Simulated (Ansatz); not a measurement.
# C11H20O2: up Jacob's ladder to CCSD(T)

An exercise on one series of results from a longer session: the logs are not shown, and one member is left open.

Method: functionals in def2-TZVPP, the program's frozen cores in correlated methods; program: Ansatz 0.2.0, Gaussian basis.

Levels to be run: LDA (SPW92), PBE-D4, revPBE-D4, BLYP-D4, r2SCAN-D4, B97M-V, PBE0-D4, B3LYP-D4, r2SCANh-D4, r2SCAN0-D4, HSE06-D4, BHLYP-D4, CAM-B3LYP-D4, LC-ωPBE, ωB97X-V, ωB97M-V, B2PLYP, PBE-QIDH; CCSD(T)/def2-SVP; CCSD(T)/def2-TZVPP; MP2/def2-QZVPP; extrapolation to the limit; RPA on PBE.

**The geometry**

The geometry comes from an earlier relaxation with PBE0-D4 in a triple-zeta def2 set; it is a stationary point, not always the lowest conformer.

33 atoms, charge 0, spin multiplicity 1.

Atoms are counted from 1 here; the program's logs count them from 0.

Bond lengths: C1–C2 1.525 Å, C1–H14 1.093 Å, C1–H15 1.094 Å, C1–H16 1.091 Å, C2–C3 1.527 Å, C2–C4 1.536 Å, C2–C5 1.532 Å, C3–H17 1.093 Å, C3–H18 1.093 Å, C3–H19 1.090 Å, C4–H20 1.093 Å, C4–H21 1.091 Å, C4–H22 1.092 Å, C5–O6 1.206 Å, C5–C7 1.525 Å, C7–C8 1.525 Å, C7–H23 1.088 Å, C7–H24 1.088 Å and more. Angles: C2–C1–H14 109.2°, C2–C1–H15 111.6°, C2–C1–H16 111.9°, H14–C1–H15 107.3°, H14–C1–H16 107.8°, H15–C1–H16 108.7°, C1–C2–C3 110.2°, C1–C2–C4 109.3°, C1–C2–C5 113.4°, C3–C2–C4 109.4°, C3–C2–C5 108.2°, C4–C2–C5 106.2°, C2–C3–H17 109.6°, C2–C3–H18 111.2°, C2–C3–H19 111.0°, H17–C3–H18 108.0°, H17–C3–H19 108.9°, H18–C3–H19 108.1° and more.

Set-up of the first run:

Contents of in.yaml:

```yaml
crystal:
  periodic: [false, false, false]
  atoms:
    - {symbol: C, position_ang: [-2.512785, 1.120839, -1.072721]}
    - {symbol: C, position_ang: [-2.163050, 0.437401, 0.244513]}
    - {symbol: C, position_ang: [-3.201612, 0.783131, 1.308573]}
    - {symbol: C, position_ang: [-2.134429, -1.083961, 0.036491]}
    - {symbol: C, position_ang: [-0.780257, 0.821182, 0.781541]}
    - {symbol: O, position_ang: [-0.501425, 0.653092, 1.943202]}
    - {symbol: C, position_ang: [0.274421, 1.374430, -0.170517]}
    - {symbol: C, position_ang: [0.995190, 0.255988, -0.915088]}
    - {symbol: O, position_ang: [0.619249, -0.062193, -2.016403]}
    - {symbol: C, position_ang: [2.153642, -0.484425, -0.238660]}
    - {symbol: C, position_ang: [3.194696, -0.817755, -1.304247]}
    - {symbol: C, position_ang: [1.561464, -1.786891, 0.319472]}
    - {symbol: C, position_ang: [2.797246, 0.304784, 0.895994]}
    - {symbol: H, position_ang: [-3.517007, 0.817652, -1.379031]}
    - {symbol: H, position_ang: [-2.517230, 2.210024, -0.973299]}
    - {symbol: H, position_ang: [-1.822184, 0.844351, -1.871338]}
    - {symbol: H, position_ang: [-4.186637, 0.437734, 0.985684]}
    - {symbol: H, position_ang: [-3.257406, 1.862833, 1.469492]}
    - {symbol: H, position_ang: [-2.957525, 0.311806, 2.260235]}
    - {symbol: H, position_ang: [-3.123057, -1.419441, -0.287362]}
    - {symbol: H, position_ang: [-1.415168, -1.373037, -0.731919]}
    - {symbol: H, position_ang: [-1.885019, -1.597938, 0.966693]}
    - {symbol: H, position_ang: [0.971940, 1.948392, 0.435479]}
    - {symbol: H, position_ang: [-0.181587, 2.009745, -0.926579]}
    - {symbol: H, position_ang: [3.989933, -1.423598, -0.863358]}
    - {symbol: H, position_ang: [2.746162, -1.371212, -2.128803]}
    - {symbol: H, position_ang: [3.647033, 0.090073, -1.711693]}
    - {symbol: H, position_ang: [0.823220, -1.593069, 1.099721]}
    - {symbol: H, position_ang: [1.092793, -2.371321, -0.474530]}
    - {symbol: H, position_ang: [2.363746, -2.385153, 0.759059]}
    - {symbol: H, position_ang: [2.091599, 0.506231, 1.703862]}
    - {symbol: H, position_ang: [3.625270, -0.274590, 1.311819]}
    - {symbol: H, position_ang: [3.208783, 1.254916, 0.543696]}
basis:
  gaussian: {orbitals: def2-TZVPP}
hamiltonian: {xc: lda}
output: {orbitals: {seedname: orbitals}}
```

Among the steps run: LDA; PBE-D4 (GGA); revPBE-D4 (GGA); BLYP-D4 (GGA); r2SCAN-D4 (meta-GGA); B97M-V (meta-GGA); PBE0-D4 (hybrid); B3LYP-D4 (hybrid); r2SCANh-D4 (hybrid); r2SCAN0-D4 (hybrid); HSE06-D4 (hybrid); BHLYP-D4 (hybrid); CAM-B3LYP-D4 (range-separated); LC-ωPBE-D4 (range-separated; the results give it without D4); ωB97X-V (range-separated); ωB97M-V (range-separated); B2PLYP (double hybrid); PBE-QIDH (double hybrid).

One table of the session follows, with a row left open; its other results are not shown here.

It belongs to the step «Frontier levels by functional». 

```
  functional  HOMO (eV)  gap (eV)
 LDA (SPW92)      -5.85      3.26
      PBE-D4      -5.65      3.34
   revPBE-D4      -5.56      3.37
     BLYP-D4      -5.56      3.39
   r2SCAN-D4      -5.92      3.79
      B97M-V      -6.10      4.05
     PBE0-D4      -7.15      5.92
    B3LYP-D4      -6.94      5.45
  r2SCANh-D4      -6.49      4.75
  r2SCAN0-D4      -7.35      6.20
    HSE06-D4      -6.75      5.13
    BHLYP-D4      -8.62      8.60
CAM-B3LYP-D4      -8.60      8.55
     LC-ωPBE          ?         ?
     ωB97X-V      -9.57     10.64
     ωB97M-V      -9.52     10.49
```

Q: Estimate the row for LC-ωPBE from the others.

**Answer.** HOMO (eV): -9.87; gap (eV): 11.04. In the column «HOMO (eV)» it is the lowest.
